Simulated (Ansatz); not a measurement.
**C₆H₉FO₃Ti: geometry optimisation**

What shape does C₆H₉FO₃Ti take? The plan is to relax it.

Program: Ansatz 0.2.0, Gaussian basis. Level of theory: RKS PBE0-D4/def2-TZVP. These are calculated values, not measurements.

Plan: relaxation at PBE0-D4/def2-TZVP.

1 further run of the same task is left out (set aside as unsound or not needed).

## (1) The starting structure

SMILES `C[O][Ti]1234([OH])([OH])[CH]5[CH]1[CH]2[C]3(F)[CH]54`, 20 atoms, charge 0, spin multiplicity 1.

Atoms are counted from 1 here; the program's logs count them from 0.

Bond lengths: C1–O2 1.386 Å, C1–H12 1.099 Å, C1–H13 1.102 Å, C1–H14 1.103 Å, O2–Ti3 1.707 Å, Ti3–O4 1.738 Å, Ti3–O5 1.744 Å, Ti3–C6 2.391 Å, Ti3–C7 2.392 Å, Ti3–C8 2.330 Å, Ti3–C9 2.289 Å, Ti3–C11 2.343 Å, O4–H15 0.962 Å, O5–H16 0.962 Å, C6–C7 1.405 Å, C6–C11 1.417 Å, C6–H17 1.082 Å, C7–C8 1.416 Å and more. Angles: O2–C1–H12 109.7°, O2–C1–H13 110.2°, O2–C1–H14 110.2°, H12–C1–H13 108.6°, H12–C1–H14 108.9°, H13–C1–H14 109.2°, C1–O2–Ti3 135.9°, O2–Ti3–O4 101.9°, O2–Ti3–O5 101.4°, O2–Ti3–C6 147.7°, O2–Ti3–C7 128.2°, O2–Ti3–C8 95.1°, O2–Ti3–C9 90.3°, O2–Ti3–C11 118.2°, O4–Ti3–O5 102.3°, O4–Ti3–C6 94.2°, O4–Ti3–C7 127.1°, O4–Ti3–C8 145.3° and more.

Coordinates:

```xyz
20
C6H9FO3Ti
C    -2.19086   -0.65115    1.63133
O    -1.56538   -0.16085    0.49557
Ti   -0.05319    0.54524    0.13659
O     0.60992    0.80061    1.72265
O    -0.52881    2.15610   -0.33173
C     2.08451    0.32328   -0.91232
C     1.13967    0.50872   -1.93586
C     0.21308   -0.56138   -1.89615
C     0.63424   -1.40248   -0.85049
F    -0.01495   -2.53210   -0.45271
C     1.77386   -0.87613   -0.22421
H    -2.59979   -1.65021    1.42774
H    -3.01891    0.01316    1.92644
H    -1.46988   -0.72312    2.46315
H     0.40769    1.51616    2.33349
H    -1.32676    2.61343   -0.04958
H     2.96816    0.92475   -0.74786
H     1.16493    1.28465   -2.68866
H    -0.58019   -0.77297   -2.60173
H     2.35266   -1.35570    0.55434
```

The start is a GFN2-xTB geometry.

## (2) Relaxation at PBE0-D4/def2-TZVP

Contents of in.yaml:

```yaml
crystal:
  periodic: [false, false, false]
  atoms:
    - {symbol: C, position_ang: [-2.190860, -0.651150, 1.631330]}
    - {symbol: O, position_ang: [-1.565380, -0.160850, 0.495570]}
    - {symbol: Ti, position_ang: [-0.053190, 0.545240, 0.136590]}
    - {symbol: O, position_ang: [0.609920, 0.800610, 1.722650]}
    - {symbol: O, position_ang: [-0.528810, 2.156100, -0.331730]}
    - {symbol: C, position_ang: [2.084510, 0.323280, -0.912320]}
    - {symbol: C, position_ang: [1.139670, 0.508720, -1.935860]}
    - {symbol: C, position_ang: [0.213080, -0.561380, -1.896150]}
    - {symbol: C, position_ang: [0.634240, -1.402480, -0.850490]}
    - {symbol: F, position_ang: [-0.014950, -2.532100, -0.452710]}
    - {symbol: C, position_ang: [1.773860, -0.876130, -0.224210]}
    - {symbol: H, position_ang: [-2.599790, -1.650210, 1.427740]}
    - {symbol: H, position_ang: [-3.018910, 0.013160, 1.926440]}
    - {symbol: H, position_ang: [-1.469880, -0.723120, 2.463150]}
    - {symbol: H, position_ang: [0.407690, 1.516160, 2.333490]}
    - {symbol: H, position_ang: [-1.326760, 2.613430, -0.049580]}
    - {symbol: H, position_ang: [2.968160, 0.924750, -0.747860]}
    - {symbol: H, position_ang: [1.164930, 1.284650, -2.688660]}
    - {symbol: H, position_ang: [-0.580190, -0.772970, -2.601730]}
    - {symbol: H, position_ang: [2.352660, -1.355700, 0.554340]}
basis:
  gaussian: {orbitals: def2-TZVP}
hamiltonian: {xc: pbe0, dispersion: d4}
relax: {f_tol: 0.005, max_steps: 150}
```

Run with:

```
ansatz run in.yaml --threads 4 --pin off --events-out ev --progress --plain --max-ram 46080MiB --backend cuda --devices 0, --max-vram 37GiB
```

Before running them: what should the planned runs give, taken together? Wanted: point group; shift from the start; total energy; dispersion term; dipole moment.

The runs gave:

| quantity | value |
| --- | --- |
| point group | C1 |
| steps | 43 |
| shift from the start (rms) | 0.656 Å |
| total energy | -38330.6352 eV |
| dispersion term | -492 meV |
| dipole moment | 1.64 D |

In words: The atoms moved 0.66 Å (rms) from the start; the bond that changed most is Ti3–C9, from 2.289 to 2.428 Å. No vibrations were run, so it is not proven to be a minimum. The largest Mulliken charge, +1.02 e, sits on Ti3.
